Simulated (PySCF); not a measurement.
# H4O4Sm (Sm(OH)4-): the cost of one run

Computed with PySCF 2.14.0. Level: PBE0, Sm lcecp-1-SVP with ECP51, O def2-SVP, H def2-SVP; scalar-relativistic core potentials, no spin–orbit coupling.

1 further run of the same task is left out (for a known fault of the program).

### Step 1. The system as given

9 atoms, charge -1, spin multiplicity 1.

Bond lengths: Sm1–O2 2.198 Å, Sm1–O4 2.198 Å, Sm1–O6 2.198 Å, Sm1–O8 2.198 Å, O2–H3 0.966 Å, O4–H5 0.966 Å, O6–H7 0.966 Å, O8–H9 0.966 Å. Angles: O2–Sm1–O4 109.5°, O2–Sm1–O6 109.5°, O2–Sm1–O8 109.5°, O4–Sm1–O6 109.5°, O4–Sm1–O8 109.5°, O6–Sm1–O8 109.5°, Sm1–O2–H3 158.7°, Sm1–O4–H5 158.7°, Sm1–O6–H7 158.7°, Sm1–O8–H9 158.7°.

As a file:

```
atom    x (Å)    y (Å)    z (Å)
 Sm1   0.0000   0.0000   0.0000
  O2   1.2689   1.2689   1.2689
  H3   2.0360   1.5410   1.7885
  O4  -1.2689  -1.2689   1.2689
  H5  -2.0360  -1.5410   1.7885
  O6   1.2689  -1.2689  -1.2689
  H7   1.5410  -2.0360  -1.7885
  O8  -1.2689   1.2689  -1.2689
  H9  -1.5410   2.0360  -1.7885
```

Formal oxidation states: Sm +3. Each metal's 5 4f electrons lie in its core potential, so multiplicities, spins and levels count the valence alone.

### Step 2. SCF at the start, singlet

Input file run.py (the lines that set the calculation):

```python
mol = gto.M(atom='''
Sm     0.00000     0.00000     0.00000
O      1.26890     1.26890     1.26890
H      2.03600     1.54100     1.78850
O     -1.26890    -1.26890     1.26890
H     -2.03600    -1.54100     1.78850
O      1.26890    -1.26890    -1.26890
H      1.54100    -2.03600    -1.78850
O     -1.26890     1.26890    -1.26890
H     -1.54100     2.03600    -1.78850''',
    basis={'Sm': 'lcecp-1-SVP', 'O': 'def2-SVP', 'H': 'def2-SVP'},
    ecp={'Sm': 'lcecp-1-SVP'},
    charge=-1, spin=0)
mf = dft.RKS(mol, xc='PBE0')
mf.grids.atom_grid = (50, 194)  # f atoms: unpruned, at least (60, 302)
mf = mf.density_fit()  # fitting sets: Sm AutoAux, O def2-universal-JKFIT, H def2-universal-JKFIT
mf.conv_tol = 1e-08; mf.max_cycle = 55
mf.kernel(dm0)  # dm0: free metal ions and neutral atoms
```

Launch:

```
> OMP_NUM_THREADS=2 python run.py
```

Q: Estimate wall time and peak memory on 2 threads of Arm Neoverse V2, shared host.

About 3.4 s, with a peak of 0.65 GiB.
